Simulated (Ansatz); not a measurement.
# InAs: the cost of one run

Program: Ansatz 0.2.0. Level of theory: DFT, PBE, plane-wave PAW, default files, scalar-relativistic. These are calculated values, not measurements.

The COD entry's cell or inner coordinates are ideal or old and differ from later refinements, so a difference from it is no clean test against experiment.

**1. The system as given**

Symmetry: F-43m, No. 216, cubic system. The conventional cell has a = 6.036 Å, b = 6.036 Å, c = 6.036 Å, α = 90.00°, β = 90.00°, γ = 90.00°. In (site symmetry -43m) is surrounded by 4 As at 2.61 Å. Around As (site symmetry -43m) lie 4 In at 2.61 Å.

Coordinates:

```
In As
1.0
     0.00000    3.01800    3.01800
     3.01800    0.00000    3.01800
     3.01800    3.01800    0.00000
In As
1 1
Direct
  0.00000 0.00000 0.00000
  0.25000 0.25000 0.25000
```

**2. Relaxing the atoms in the given cell**

Input file input.yaml:

```yaml
crystal:
  lattice:
    - [0.0, 3.018, 3.018]
    - [3.018, 0.0, 3.018]
    - [3.018, 3.018, 0.0]
  atoms:
    - { symbol: In, position: [0.0, 0.0, 0.0] }
    - { symbol: As, position: [0.25, 0.25, 0.25] }
kpoints:
  mp_grid: { grid: [8, 8, 8] }
scf:
  occupations: { method: fermi_dirac, width: 0.02 }
hamiltonian:
  xc: pbe
  pseudopotentials: { kind: paw }
output:
  forces: true
  stress: true
  populations: true
  efg:
    quadrupole_moments_barn: { In: 0.772, As: 0.311 }
    contact_densities: true
relax:
  f_tol: 0.02
  max_steps: 60
```

On the command line:

```
ansatz run input.yaml --threads 1 --pin off --max-ram 3072MiB --backend cpu --events-out ev --progress --plain --runs-dir out
```

What time and memory should one allow on 1 thread of Intel Xeon Platinum 8259CL at 2.50GHz (Skylake/Cascade Lake), shared host?

About 6.3 s, with a peak of 0.48 GiB.
